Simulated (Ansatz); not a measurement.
**C6H6O (vinylfuran): levels of theory compared**

Wanted: a comparison of 4 runs (HF/6-31G*, BHLYP/6-31G*, PBE/6-31G*, wB97M-V/6-31G*) of C6H6O (vinylfuran). 

The results are computed with Ansatz 0.2.0.

37 further runs of the same task are left out: 37 set aside as unsound or not needed.

**1. The structure to begin with**

The species is C6H6O (13 atoms), meant as a singlet with charge 0. As SMILES, `C=Cc1ccco1`. The C6–H13 distance was set to 1.616 Å, away from the relaxed value. At this shape a bond of the SMILES string is far longer than usual.

Bond lengths: C1–C2 1.332 Å, C2–C3 1.437 Å, C3–C4 1.364 Å, C4–C5 1.422 Å, C5–C6 1.354 Å, C3–O7 1.358 Å, C6–O7 1.349 Å, C1–H8 1.083 Å, C1–H9 1.082 Å, C2–H10 1.086 Å, C4–H11 1.078 Å, C5–H12 1.078 Å. Some angles: C1–C2–C3 125.7°, C2–C3–C4 131.7°, C2–C3–O7 118.9°, C4–C3–O7 109.4°, C3–C4–C5 106.6°, C4–C5–C6 105.8°, C5–C6–O7 110.7°, C3–O7–C6 107.4°, C1–C2–H10 120.0°, C3–C2–H10 114.3°. A long bond or contact: C6–H13 1.616 Å.

**2. A single-point energy at HF/6-31G(d) (spherical functions) (run 1)**

The input, run.yaml:

```yaml
crystal:
  periodic: [false, false, false]
  atoms:
    - {symbol: C, position_ang: [1.953290, 0.333661, 1.838798]}
    - {symbol: C, position_ang: [1.608990, -0.632839, 0.988598]}
    - {symbol: C, position_ang: [0.497890, -0.591039, 0.077698]}
    - {symbol: C, position_ang: [0.038090, -1.495139, -0.834302]}
    - {symbol: C, position_ang: [-1.099810, -0.907839, -1.451502]}
    - {symbol: C, position_ang: [-1.248610, 0.307061, -0.871502]}
    - {symbol: O, position_ang: [-0.290510, 0.513861, 0.055198]}
    - {symbol: H, position_ang: [1.391790, 1.257961, 1.902598]}
    - {symbol: H, position_ang: [2.808190, 0.220161, 2.492698]}
    - {symbol: H, position_ang: [2.188990, -1.549639, 0.945198]}
    - {symbol: H, position_ang: [0.468090, -2.463739, -1.034402]}
    - {symbol: H, position_ang: [-1.724010, -1.330339, -2.222302]}
    - {symbol: H, position_ang: [-2.313300, 1.506300, -1.071600]}
basis:
  gaussian:
    orbitals: 6-31G_st_-spherical.json
total_charge: 0
hamiltonian:
  xc: hf
accuracy: high
output: {orbitals: {seedname: orbitals}}
```

The basis set 6-31G* is read from a file made from the Basis Set Exchange's data (not shown).

Run with:

```console
ansatz run run.yaml --threads 1 --pin off --max-ram 3480MiB --events-out events.jsonl --progress --plain --runs-dir runs
```

The log of the run:

```text
Warning: RAYON_NUM_THREADS=1 ignored (pool sized by the plan → 1); use --threads N
Functional definition: HF
  name "HF"
  exchange = exact_x
  correlation = 0
2730 factors; integrals over basis functions are off by at most 6.6e-9 eV
mean field evaluation 1: about -8307.4207 eV, gradient 3.2e1 eV
mean field evaluation 2: about -8307.4321 eV, gradient 3.2e1 eV
mean field evaluation 4: about -8310.7538 eV, gradient 4.4e0 eV
mean field evaluation 8: about -8310.8181 eV, gradient 1.6e-1 eV
mean field -8310.81837106 eV, -305.4169418616 hartree, gradient 2.3e-8 eV, S^2 0.000000; 0 other end points of the search recorded, 0 dependent functions left out
reference -8310.81837106 eV, -305.4169418616 hartree; 25, 25 occupied and 85, 85 virtual orbitals, 2730 factors
Total energy: -8310.81837106 eV, -305.4169418616 hartree
```

Run time: 6.9 s. Hardware: 1 thread of Arm Neoverse V1, shared host; peak memory 0.39 GiB.

**3. A single-point energy at BHLYP/6-31G(d) (spherical functions) (run 2)**

The input, input.yaml:

```yaml
crystal:
  periodic: [false, false, false]
  atoms:
    - {symbol: C, position_ang: [1.953290, 0.333661, 1.838798]}
    - {symbol: C, position_ang: [1.608990, -0.632839, 0.988598]}
    - {symbol: C, position_ang: [0.497890, -0.591039, 0.077698]}
    - {symbol: C, position_ang: [0.038090, -1.495139, -0.834302]}
    - {symbol: C, position_ang: [-1.099810, -0.907839, -1.451502]}
    - {symbol: C, position_ang: [-1.248610, 0.307061, -0.871502]}
    - {symbol: O, position_ang: [-0.290510, 0.513861, 0.055198]}
    - {symbol: H, position_ang: [1.391790, 1.257961, 1.902598]}
    - {symbol: H, position_ang: [2.808190, 0.220161, 2.492698]}
    - {symbol: H, position_ang: [2.188990, -1.549639, 0.945198]}
    - {symbol: H, position_ang: [0.468090, -2.463739, -1.034402]}
    - {symbol: H, position_ang: [-1.724010, -1.330339, -2.222302]}
    - {symbol: H, position_ang: [-2.313300, 1.506300, -1.071600]}
basis:
  gaussian: {orbitals: 6-31G_st_-spherical.json}
hamiltonian: {xc: {name: BHLYP}}
accuracy: high
output: {orbitals: {seedname: orbitals}}
```

The basis set 6-31G* is read from a file made from the Basis Set Exchange's data (not shown).

Run with:

```console
ansatz run input.yaml --threads 1 --pin off --max-ram 3480MiB --events-out events.jsonl --progress --plain --runs-dir runs
```

The log of the run:

```text
Warning: RAYON_NUM_THREADS=1 ignored (pool sized by the plan → 1); use --threads N
Functional definition: BHLYP
  name "BHLYP"
  parameter a = 0.5
  exchange = (1 - a)*b88_x + a*exact_x
  correlation = lyp_c
2730 factors; integrals over basis functions are off by at most 6.6e-9 eV
mean field evaluation 1: about -8353.4506 eV, gradient 4.1e1 eV
mean field evaluation 2: about -8355.5709 eV, gradient 3.1e1 eV
mean field evaluation 4: about -8357.8924 eV, gradient 2.6e0 eV
mean field evaluation 8: about -8357.9037 eV, gradient 2.2e-1 eV
mean field evaluation 16: about -8357.9039 eV, gradient 8.4e-5 eV
mean field -8357.90385149 eV, -307.1473013516 hartree, gradient 2.0e-8 eV, S^2 0.000000; 0 other end points of the search recorded, 0 dependent functions left out
reference -8357.90387945 eV, -307.1473023792 hartree; 25, 25 occupied and 85, 85 virtual orbitals, 2730 factors
Total energy: -8357.90387945 eV, -307.1473023792 hartree
```

Wall time 15 s (1 thread of Arm Neoverse V1, shared host); peak memory 0.46 GiB.

Run 3 isn't shown in full; the table further down has it.

**4. The energy at wB97M-V/6-31G(d) (spherical functions) (run 4)**

Changes to input.yaml since step 3:

```diff
@@ -18,3 +18,3 @@
   gaussian: {orbitals: 6-31G_st_-spherical.json}
-hamiltonian: {xc: {name: BHLYP}}
+hamiltonian: {xc: {name: wB97M-V}}
 accuracy: high
```

The basis set 6-31G* is read from a file made from the Basis Set Exchange's data (not shown).

Run with:

```console
ansatz run input.yaml --threads 1 --pin off --max-ram 3480MiB --events-out events.jsonl --progress --plain --runs-dir runs
```

The log of the run, cut to the lines that bear on the results:

```text
Warning: RAYON_NUM_THREADS=1 ignored (pool sized by the plan → 1); use --threads N
Functional definition: wB97M-V
  name "wB97M-V"
[...]
  gx(w, u) = 1 - cx + cx01*u + cx10*w
  gss(w, u) = css00 + css04*u^4 + css10*w + css20*w^2 + css43*w^4*u^3
  gos(w, u) = cos00 + cos10*w + (cos20 + cos21*u)*w^2 + (cos60 + cos61*u)*w^6
[...]
      + integral(e_c_pw_mod_opposite_spin*gos(b97_w_opposite, b97_u_opposite)) + vv10(b, c)
2730 factors; integrals over basis functions are off by at most 6.6e-9 eV
431 factors; integrals over basis functions are off by at most 1.5e-9 eV
[...]
mean field -8359.77926483 eV, -307.2162215208 hartree, gradient 1.9e-8 eV, S^2 0.000000; 0 other end points of the search recorded, 0 dependent functions left out
reference -8359.77926862 eV, -307.2162216598 hartree; 25, 25 occupied and 85, 85 virtual orbitals, 2730 factors
Total energy: -8359.77926862 eV, -307.2162216598 hartree
```

Wall time 2.6 min (1 thread of Arm Neoverse V1, shared host); peak memory 0.82 GiB.

**5. The series**

```csv
run,level,energy (Eh),HOMO energy (eV),LUMO energy (eV),HOMO–LUMO gap (eV),wall time
1,HF/6-31G* (spherical functions),-305.416942,-7.84,3.19,11.03,6.9 s
2,BHLYP/6-31G* (spherical functions),-307.147302,-6.69,0.58,7.27,15 s
3,PBE/6-31G* (spherical functions),-306.962912,-4.94,-1.40,3.54,13 s
4,wB97M-V/6-31G* (spherical functions),-307.216222,-7.93,1.65,9.57,2.6 min
```

**6. Summary of results**

| quantity | value |
| --- | --- |
| run 4: total energy | -307.21622 Eh |
| run 4: HOMO energy | -7.93 eV |
| run 4: LUMO energy | 1.65 eV |
| run 4: HOMO–LUMO gap | 9.57 eV |

**Reading.** The HOMO–LUMO gap runs from 3.54 eV (PBE/6-31G*) to 11.03 eV (HF/6-31G*). Exact exchange widens orbital gaps. Totals of different functionals can't be ranked against each other. All runs together took 3.1 min, the longest 2.6 min.
